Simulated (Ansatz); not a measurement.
**AlAsH₂ (singlet): wave-function methods side by side, cc-pVTZ**

One table from this session's results is given with a row withheld; the runs are named, their logs left out.

Program: Ansatz 0.2.0, Gaussian basis. Level of theory: cc-pVTZ, core rule «outside noble gas», up to 19 orbitals frozen. These are calculated values, not measurements.

Plan: UHF; CCSD(T) on RHF; CCSD(T) on UHF; BCCD(T) on RHF; CCSDT(Q) on RHF; CCSDT(Q) on UHF.

8 further runs of the same task are left out: 6 for a known fault of the program, 2 set aside as unsound or not needed.

## What is computed

The geometry is a PBE0/def2-TZVP stationary point (not a proven minimum). No spin-orbit coupling is included. The filled d shell of As may be among the frozen orbitals whatever the setting's name suggests; the logs give the count.

4 atoms, charge 0, spin multiplicity 1.

Atoms are counted from 1 here; the program's logs count them from 0.

Bond lengths: Al1–As2 2.523 Å, As2–H3 1.535 Å, As2–H4 1.535 Å. Angles: Al1–As2–H3 80.9°, Al1–As2–H4 80.9°, H3–As2–H4 90.2°.

Set-up of the first run:

Input file in.yaml:

```yaml
crystal:
  periodic: [false, false, false]
  atoms:
    - {symbol: Al, position_ang: [-0.010266, 0.000001, 1.863024]}
    - {symbol: As, position_ang: [0.031352, 0.000000, -0.659252]}
    - {symbol: H, position_ang: [-1.027816, -1.087510, -0.434086]}
    - {symbol: H, position_ang: [-1.027822, 1.087503, -0.434087]}
basis:
  gaussian: {orbitals: cc-pVTZ}
magnetization: {spin_polarized: true, initial_magnetization: 0}
hamiltonian: {xc: hf}
output: {orbitals: {seedname: orbitals}}
```

Started as:

```
$ ansatz run in.yaml --threads 1 --pin off --events-out ev --progress --plain --max-ram 4096MiB --backend cpu
```

Among the steps run: UHF; CCSD(T) on RHF; CCSD(T) on UHF; BCCD(T) on RHF; CCSDT(Q) on RHF; CCSDT(Q) on UHF.

One of the session's tables, all rows but one given; the rest of the session is left out.

It belongs to the step «Misses and costs». 

```
   method  from RCCSDT(Q) (meV)
      RHF                     ?
      UHF               +6688.3
     RMP2               +1226.4
    RCCSD                +312.3
 RCCSD(T)                 +44.3
  BCCD(T)                 +43.0
   RCCSDT                 +15.5
RCCSDT(Q)                     0
```

**Question.** Estimate the row for RHF.

**Answer.** from RCCSDT(Q) (meV): +6690.4. In the column «from RCCSDT(Q) (meV)» it is the highest.

Not comparable, so not listed: CCSD(T) on UHF; CCSDT(Q) on UHF (they don't share determinant, frozen orbitals or solution with the rows shown, or repeat one).

To keep in mind: Warnings: restricted reference is unstable.
